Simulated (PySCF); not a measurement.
# Cl3H2LaO (La(Cl)3(H2O)): the cost of one run

Method: several levels, as the steps say, no spin–orbit coupling; program: PySCF 2.14.0.

1 further run of the same task is left out (for a known fault of the program).

### 1 Starting geometry

7 atoms, charge 0, spin multiplicity 1.

Bond lengths: La1–Cl2 2.664 Å, La1–Cl3 2.619 Å, La1–Cl4 2.618 Å, La1–O5 2.525 Å, La1–H6 2.866 Å, O5–H6 0.975 Å, O5–H7 0.964 Å. Angles: Cl2–La1–Cl3 120.1°, Cl2–La1–Cl4 118.8°, Cl2–La1–O5 72.9°, Cl2–La1–H6 53.4°, Cl3–La1–Cl4 117.3°, Cl3–La1–O5 112.9°, Cl3–La1–H6 120.9°, Cl4–La1–O5 102.9°, Cl4–La1–H6 110.1°, O5–La1–H6 19.5°, La1–O5–H6 100.4°, La1–O5–H7 142.0°, H6–O5–H7 108.3°, La1–H6–O5 60.0°.

Geometry (Å):

```
La    0.0531   -0.1422   -0.0664
Cl    0.9417    2.2256    0.7702
Cl   -1.4844   -1.5900    1.4821
Cl    1.3728   -1.3884   -1.9532
O    -1.2232    1.6231   -1.3429
H    -0.8014    2.4306   -0.9970
H    -1.5805    1.8190   -2.2168
```

Formal oxidation states: La +3. An earlier session relaxed this geometry at PBE0, La def2-SVP with ECP46, Cl def2-SVP, O def2-SVP, H def2-SVP (singlet, point group C1).

At PBE0 on the finer grid: E = -1487.892792 Eh, HOMO -8.40 eV, LUMO -1.83 eV, Mulliken charge on La1 +0.95 e, largest force component 0.012 eV/Å. 

Levels to run: BP86; CAM-B3LYP; PBE0, TZVP. Hardware: 2 threads of Arm Neoverse V1, shared host.

### 2 BP86

Input file run.py (the lines that set the calculation):

```python
mol = gto.M(atom='''
La     0.05314    -0.14220    -0.06642
Cl     0.94168     2.22563     0.77024
Cl    -1.48444    -1.59002     1.48210
Cl     1.37282    -1.38841    -1.95318
O     -1.22323     1.62311    -1.34292
H     -0.80138     2.43064    -0.99703
H     -1.58046     1.81902    -2.21675''',
    basis={'La': 'def2-SVP', 'Cl': 'def2-SVP', 'O': 'def2-SVP', 'H': 'def2-SVP'},
    ecp={'La': 'def2-SVP'},
    charge=0, spin=0)
mf = dft.RKS(mol, xc='B88,P86')
mf.grids.atom_grid = (75, 302)  # f atoms: unpruned, at least (60, 302)
mf = mf.density_fit()  # fitting sets: La def2-universal-JKFIT, Cl def2-universal-JKFIT, O def2-universal-JKFIT, H def2-universal-JKFIT
mf.conv_tol = 1e-08; mf.max_cycle = 55
mf.kernel(dm0)  # dm0: the density of the relaxed state
```

Command:

```console
> OMP_NUM_THREADS=2 python run.py
```

**Question.** How long does this run take on 2 threads of Arm Neoverse V1, shared host?

About 6.4 s.
